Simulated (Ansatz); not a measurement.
# Sb: pressure against volume

Aim: scale the cell of Sb up and down at fixed shape and fractional positions, and get the equilibrium volume and bulk modulus with LAPW, PAW and all-electron datasets made for the crystal.

Method: DFT PBEsol, scalar-relativistic, in Ansatz 0.2.0.

## 1. The starting structure

The structure is cubic, space group Fm-3m (No. 225). The conventional cell has a = 4.610 Å, b = 4.610 Å, c = 4.610 Å, α = 90.00°, β = 90.00°, γ = 90.00°. Sb (site symmetry m-3m) is surrounded by 12 Sb at 3.26 Å.

As a file:

```
Sb
1.0
     0.00000    2.30500    2.30500
     2.30500    0.00000    2.30500
     2.30500    2.30500    0.00000
Sb
1
Direct
  0.00000 0.00000 0.00000
```

## 2. Volume × 0.96, LAPW

input.yaml reads:

```yaml
crystal:
  lattice:
    - [0.0, 2.2738475325, 2.2738475325]
    - [2.2738475325, 0.0, 2.2738475325]
    - [2.2738475325, 2.2738475325, 0.0]
  atoms:
    - { symbol: Sb, position: [0.0, 0.0, 0.0] }
kpoints:
  mp_grid: { grid: [14, 14, 14] }
  band_path:
    path:
      - [0.0, 0.0, 0.0]
      - [0.5, 0.0, 0.5]
      - [0.625, 0.25, 0.625]
      - [0.375, 0.375, 0.75]
      - [0.0, 0.0, 0.0]
      - [0.5, 0.5, 0.5]
      - [0.5, 0.25, 0.75]
      - [0.5, 0.0, 0.5]
    npoints: 5
scf:
  occupations: { method: fermi_dirac, width: 0.03 }
hamiltonian:
  xc: pbesol
  pseudopotentials: { kind: all_electron, lapw: { basis_error: 0.00025 } }
output:
  forces: true
  stress: true
  eigenvalues: true
```

The run is started by

```bash
> ansatz run input.yaml --threads 1 --pin off --max-ram 3072MiB --backend cpu --events-out ev --progress --plain --runs-dir out
```

## 3. Volume × 0.96, PAW

input.yaml reads:

```yaml
crystal:
  lattice:
    - [0.0, 2.2738475325, 2.2738475325]
    - [2.2738475325, 0.0, 2.2738475325]
    - [2.2738475325, 2.2738475325, 0.0]
  atoms:
    - { symbol: Sb, position: [0.0, 0.0, 0.0] }
kpoints:
  mp_grid: { grid: [14, 14, 14] }
scf:
  occupations: { method: fermi_dirac, width: 0.03 }
hamiltonian:
  xc: pbesol
  pseudopotentials: { kind: paw }
output:
  forces: true
  stress: true
  eigenvalues: true
  efg: { contact_densities: true }
```

## 4. Volume × 0.96, crystal datasets

Changes to input.yaml since step 3:

```diff
@@ -13,3 +13,3 @@
   xc: pbesol
-  pseudopotentials: { kind: paw }
+  pseudopotentials: { kind: all_electron, datasets: crystal }
 output:
```

## 5. Volume × 0.99, LAPW

input.yaml reads:

```yaml
crystal:
  lattice:
    - [0.0, 2.2972909123, 2.2972909123]
    - [2.2972909123, 0.0, 2.2972909123]
    - [2.2972909123, 2.2972909123, 0.0]
  atoms:
    - { symbol: Sb, position: [0.0, 0.0, 0.0] }
kpoints:
  mp_grid: { grid: [14, 14, 14] }
  band_path:
    path:
      - [0.0, 0.0, 0.0]
      - [0.5, 0.0, 0.5]
      - [0.625, 0.25, 0.625]
      - [0.375, 0.375, 0.75]
      - [0.0, 0.0, 0.0]
      - [0.5, 0.5, 0.5]
      - [0.5, 0.25, 0.75]
      - [0.5, 0.0, 0.5]
    npoints: 5
scf:
  occupations: { method: fermi_dirac, width: 0.03 }
hamiltonian:
  xc: pbesol
  pseudopotentials: { kind: all_electron, lapw: { basis_error: 0.00025 } }
output:
  forces: true
  stress: true
  eigenvalues: true
```

## 6. Volume × 0.99, PAW

input.yaml reads:

```yaml
crystal:
  lattice:
    - [0.0, 2.2972909123, 2.2972909123]
    - [2.2972909123, 0.0, 2.2972909123]
    - [2.2972909123, 2.2972909123, 0.0]
  atoms:
    - { symbol: Sb, position: [0.0, 0.0, 0.0] }
kpoints:
  mp_grid: { grid: [14, 14, 14] }
scf:
  occupations: { method: fermi_dirac, width: 0.03 }
hamiltonian:
  xc: pbesol
  pseudopotentials: { kind: paw }
output:
  forces: true
  stress: true
  eigenvalues: true
  efg: { contact_densities: true }
  write_density: true
  write_potential: true
  elf: true
  volumetric_format: npy
```

## 7. Volume × 0.99, crystal datasets

Changes to input.yaml since step 6:

```diff
@@ -13,3 +13,3 @@
   xc: pbesol
-  pseudopotentials: { kind: paw }
+  pseudopotentials: { kind: all_electron, datasets: crystal }
 output:
@@ -19,5 +19 @@
   efg: { contact_densities: true }
-  write_density: true
-  write_potential: true
-  elf: true
-  volumetric_format: npy
```

## 8. Volume × 1.02, LAPW

input.yaml reads:

```yaml
crystal:
  lattice:
    - [0.0, 2.3202653455, 2.3202653455]
    - [2.3202653455, 0.0, 2.3202653455]
    - [2.3202653455, 2.3202653455, 0.0]
  atoms:
    - { symbol: Sb, position: [0.0, 0.0, 0.0] }
kpoints:
  mp_grid: { grid: [14, 14, 14] }
  band_path:
    path:
      - [0.0, 0.0, 0.0]
      - [0.5, 0.0, 0.5]
      - [0.625, 0.25, 0.625]
      - [0.375, 0.375, 0.75]
      - [0.0, 0.0, 0.0]
      - [0.5, 0.5, 0.5]
      - [0.5, 0.25, 0.75]
      - [0.5, 0.0, 0.5]
    npoints: 5
scf:
  occupations: { method: fermi_dirac, width: 0.03 }
hamiltonian:
  xc: pbesol
  pseudopotentials: { kind: all_electron, lapw: { basis_error: 0.00025 } }
output:
  forces: true
  stress: true
  eigenvalues: true
```

## 9. Volume × 1.02, PAW

input.yaml reads:

```yaml
crystal:
  lattice:
    - [0.0, 2.3202653455, 2.3202653455]
    - [2.3202653455, 0.0, 2.3202653455]
    - [2.3202653455, 2.3202653455, 0.0]
  atoms:
    - { symbol: Sb, position: [0.0, 0.0, 0.0] }
kpoints:
  mp_grid: { grid: [14, 14, 14] }
scf:
  occupations: { method: fermi_dirac, width: 0.03 }
hamiltonian:
  xc: pbesol
  pseudopotentials: { kind: paw }
output:
  forces: true
  stress: true
  eigenvalues: true
  efg: { contact_densities: true }
```

## 10. Volume × 1.02, crystal datasets

Changes to input.yaml since step 9:

```diff
@@ -13,3 +13,3 @@
   xc: pbesol
-  pseudopotentials: { kind: paw }
+  pseudopotentials: { kind: all_electron, datasets: crystal }
 output:
```

## 11. Volume × 1.06, LAPW

input.yaml reads:

```yaml
crystal:
  lattice:
    - [0.0, 2.3502075557, 2.3502075557]
    - [2.3502075557, 0.0, 2.3502075557]
    - [2.3502075557, 2.3502075557, 0.0]
  atoms:
    - { symbol: Sb, position: [0.0, 0.0, 0.0] }
kpoints:
  mp_grid: { grid: [14, 14, 14] }
  band_path:
    path:
      - [0.0, 0.0, 0.0]
      - [0.5, 0.0, 0.5]
      - [0.625, 0.25, 0.625]
      - [0.375, 0.375, 0.75]
      - [0.0, 0.0, 0.0]
      - [0.5, 0.5, 0.5]
      - [0.5, 0.25, 0.75]
      - [0.5, 0.0, 0.5]
    npoints: 5
scf:
  occupations: { method: fermi_dirac, width: 0.03 }
hamiltonian:
  xc: pbesol
  pseudopotentials: { kind: all_electron, lapw: { basis_error: 0.00025 } }
output:
  forces: true
  stress: true
  eigenvalues: true
```

## 12. Volume × 1.06, PAW

input.yaml reads:

```yaml
crystal:
  lattice:
    - [0.0, 2.3502075557, 2.3502075557]
    - [2.3502075557, 0.0, 2.3502075557]
    - [2.3502075557, 2.3502075557, 0.0]
  atoms:
    - { symbol: Sb, position: [0.0, 0.0, 0.0] }
kpoints:
  mp_grid: { grid: [14, 14, 14] }
scf:
  occupations: { method: fermi_dirac, width: 0.03 }
hamiltonian:
  xc: pbesol
  pseudopotentials: { kind: paw }
output:
  forces: true
  stress: true
  eigenvalues: true
  efg: { contact_densities: true }
```

## 13. Volume × 1.06, crystal datasets

Changes to input.yaml since step 12:

```diff
@@ -13,3 +13,3 @@
   xc: pbesol
-  pseudopotentials: { kind: paw }
+  pseudopotentials: { kind: all_electron, datasets: crystal }
 output:
```

(Steps that only read results are left out.)

Q: Predict the outcome of this session.

**Answer**, as computed:

| quantity | value |
| --- | --- |
| pressure at 23.51 Å³/atom (LAPW) | 9.17 GPa |
| pressure at 25.96 Å³/atom (LAPW) | 0.50 GPa |

**Reading.** Over this range the mean stiffness −dP/dlnV is 87 GPa by LAPW; the pressure keeps one sign, so equilibrium lies outside the range. No thermal or zero-point expansion is included. Spin-orbit coupling is left out, though the cell holds Sb; in elements this heavy it can shift bands and gaps by tenths of an eV.
